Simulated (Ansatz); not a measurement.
**GeH4O3: molecular dynamics**

Purpose: to follow the molecule's vibrations and see whether its bonds hold. The start is relaxed first. Runs: 300 steps of 0.5 fs at constant energy, with velocities drawn for 500 K. SMILES of the start: [OH][GeH]([OH])[OH].

All numbers below are computed with Ansatz 0.2.0 (RKS PBE-D4/def2-SVP).

### 1 The structure to begin with

Bond lengths: Ge1–H2 1.550 Å, Ge1–O3 1.770 Å, O3–H4 1.010 Å, Ge1–O5 1.769 Å, O5–H6 1.010 Å, Ge1–O7 1.769 Å, O7–H8 1.010 Å. Angles: H2–Ge1–O3 109.4°, H2–Ge1–O5 109.5°, H2–Ge1–O7 109.5°, O3–Ge1–O5 109.5°, O3–Ge1–O7 109.5°, O5–Ge1–O7 109.5°, Ge1–O3–H4 109.5°, Ge1–O5–H6 109.5°, Ge1–O7–H8 109.5°.

Coordinates:

```xyz
8

Ge    0.0000    0.0000    0.0000
H     0.0000    0.0000    1.5500
O     1.6691    0.0000   -0.5894
H     1.9855   -0.9521   -0.7061
O    -0.8337    1.4443   -0.5894
H    -1.7915    1.2136   -0.8118
O    -0.8337   -1.4443   -0.5894
H    -1.2883   -1.9100    0.1830
```

### 2 Relaxing the start

The input, input.yaml:

```yaml
crystal:
  periodic: [false, false, false]
  atoms:
    - { symbol: Ge, position_ang: [0.0, 0.0, 0.0] }
    - { symbol: H, position_ang: [0.0, 0.0, 1.55] }
    - { symbol: O, position_ang: [1.6691, 0.0, -0.5894] }
    - { symbol: H, position_ang: [1.9855, -0.9521, -0.7061] }
    - { symbol: O, position_ang: [-0.8337, 1.4443, -0.5894] }
    - { symbol: H, position_ang: [-1.7915, 1.2136, -0.8118] }
    - { symbol: O, position_ang: [-0.8337, -1.4443, -0.5894] }
    - { symbol: H, position_ang: [-1.2883, -1.91, 0.183] }
basis:
  gaussian: { orbitals: def2-SVP }
hamiltonian:
  xc: pbe
  dispersion: d4
relax:
  f_tol: 0.02
  max_steps: 40
```

Run with:

```bash
> ansatz run input.yaml --threads 2 --pin off --max-ram 3072MiB --backend cpu --events-out ev --progress --plain --runs-dir out
```

Further steps of the session: The run.

Q: Predict the outcome of this session. Wanted: relaxation of the start; temperature, first and last step; temperature, second half; potential energy, second half; largest change of the total energy; bonds formed or broken.

**Answer**, as computed:

| quantity | value |
| --- | --- |
| relaxation of the start | 16 moves, 0.273 eV lower |
| length | 300 steps of 0.5 fs |
| temperature, first and last step | 500 and 210 K |
| temperature, second half | mean 253 K, from 118 to 407 K |
| potential energy, second half | +24 meV/atom from the start |
| largest change of the total energy | 0.14 meV/atom |
| bonds formed or broken | 0 |

In words: The temperature starts at 500 K and averages 253 K in the second half, where it ranges from 118 to 407 K. About half is expected from a start at a minimum: kinetic energy passes into potential energy until both shares match. The total energy strays from its start by at most 0.14 meV/atom, 0.6 % of the mean kinetic energy, which is good for a step of 0.5 fs. No bond forms or breaks. Averages from a run of 150 fs with 8 atoms are rough. The nuclei move classically, without zero-point motion, which matters most for hydrogen.
